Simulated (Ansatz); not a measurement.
# C₂H₆GeO₂: one species, many methods

An exercise on one series of results from a longer session: the logs are not shown, and one member is left open.

Computed with Ansatz 0.2.0, Gaussian basis. Level: functionals in def2-TZVPP, the program's frozen cores in correlated methods.

Levels to be run: LDA (SPW92), PBE-D4, revPBE-D4, BLYP-D4, r2SCAN-D4, B97M-V, PBE0-D4, B3LYP-D4, r2SCANh-D4, r2SCAN0-D4, HSE06-D4, BHLYP-D4, CAM-B3LYP-D4, LC-ωPBE, ωB97X-V, ωB97M-V, B2PLYP, PBE-QIDH; CCSD(T)/def2-SVP; CCSD(T)/def2-TZVPP; MP2/def2-QZVPP; extrapolation to the limit; RPA on PBE.

## Structure used throughout

The geometry comes from an earlier relaxation with PBE0-D4 in a triple-zeta def2 set; it is a stationary point, not always the lowest conformer.

SMILES `[CH3][GeH2][O]C=O`, 11 atoms, charge 0, spin multiplicity 1.

Atoms are counted from 1 here; the program's logs count them from 0.

Bond lengths: C1–Ge2 1.935 Å, C1–H6 1.091 Å, C1–H7 1.092 Å, C1–H8 1.089 Å, Ge2–O3 1.847 Å, Ge2–H9 1.535 Å, Ge2–H10 1.532 Å, O3–C4 1.315 Å, C4–O5 1.204 Å, C4–H11 1.101 Å. Angles: Ge2–C1–H6 109.8°, Ge2–C1–H7 109.7°, Ge2–C1–H8 109.6°, H6–C1–H7 108.6°, H6–C1–H8 109.5°, H7–C1–H8 109.5°, C1–Ge2–O3 109.4°, C1–Ge2–H9 113.0°, C1–Ge2–H10 114.8°, O3–Ge2–H9 99.5°, O3–Ge2–H10 107.3°, H9–Ge2–H10 111.5°, Ge2–O3–C4 115.0°, O3–C4–O5 125.2°, O3–C4–H11 111.5°, O5–C4–H11 123.3°.

Set-up of the first run:

Contents of in.yaml:

```yaml
crystal:
  periodic: [false, false, false]
  atoms:
    - {symbol: C, position_ang: [-1.157735, 0.653417, 0.901252]}
    - {symbol: Ge, position_ang: [0.695987, 0.119567, 0.743756]}
    - {symbol: O, position_ang: [0.838675, -1.242626, -0.495816]}
    - {symbol: C, position_ang: [0.532478, -0.905070, -1.729499]}
    - {symbol: O, position_ang: [0.168541, 0.187836, -2.079327]}
    - {symbol: H, position_ang: [-1.783013, -0.224630, 1.067023]}
    - {symbol: H, position_ang: [-1.274725, 1.330045, 1.749848]}
    - {symbol: H, position_ang: [-1.472424, 1.156501, -0.011497]}
    - {symbol: H, position_ang: [1.216815, -0.613280, 1.988518]}
    - {symbol: H, position_ang: [1.652076, 1.234910, 0.308073]}
    - {symbol: H, position_ang: [0.648625, -1.753871, -2.421733]}
basis:
  gaussian: {orbitals: def2-TZVPP}
hamiltonian: {xc: lda}
output: {orbitals: {seedname: orbitals}}
```

Among the steps run: LDA; PBE-D4 (GGA); revPBE-D4 (GGA); BLYP-D4 (GGA); r2SCAN-D4 (meta-GGA); B97M-V (meta-GGA); PBE0-D4 (hybrid); B3LYP-D4 (hybrid); r2SCANh-D4 (hybrid); r2SCAN0-D4 (hybrid); HSE06-D4 (hybrid); BHLYP-D4 (hybrid); CAM-B3LYP-D4 (range-separated); LC-ωPBE (range-separated); ωB97X-V (range-separated); ωB97M-V (range-separated); B2PLYP (double hybrid); PBE-QIDH (double hybrid).

One of the session's tables, all rows but one given; the rest of the session is left out.

It belongs to the step «Orbital energies across the functionals». 

| functional | HOMO (eV) | gap (eV) |
| --- | --- | --- |
| LDA (SPW92) | -6.73 | 5.38 |
| PBE-D4 | -6.53 | 5.47 |
| revPBE-D4 | ? | ? |
| BLYP-D4 | -6.45 | 5.48 |
| r2SCAN-D4 | -6.86 | 6.08 |
| B97M-V | -7.02 | 6.30 |
| PBE0-D4 | -8.19 | 8.28 |
| B3LYP-D4 | -7.94 | 7.72 |
| r2SCANh-D4 | -7.49 | 7.13 |
| r2SCAN0-D4 | -8.44 | 8.70 |
| HSE06-D4 | -7.78 | 7.48 |
| BHLYP-D4 | -9.83 | 11.03 |
| CAM-B3LYP-D4 | -9.68 | 10.92 |
| LC-ωPBE | -10.99 | 13.52 |
| ωB97X-V | -10.68 | 13.07 |
| ωB97M-V | -10.63 | 12.79 |

Estimate the missing values for revPBE-D4.

As computed: HOMO (eV): -6.45; gap (eV): 5.50.
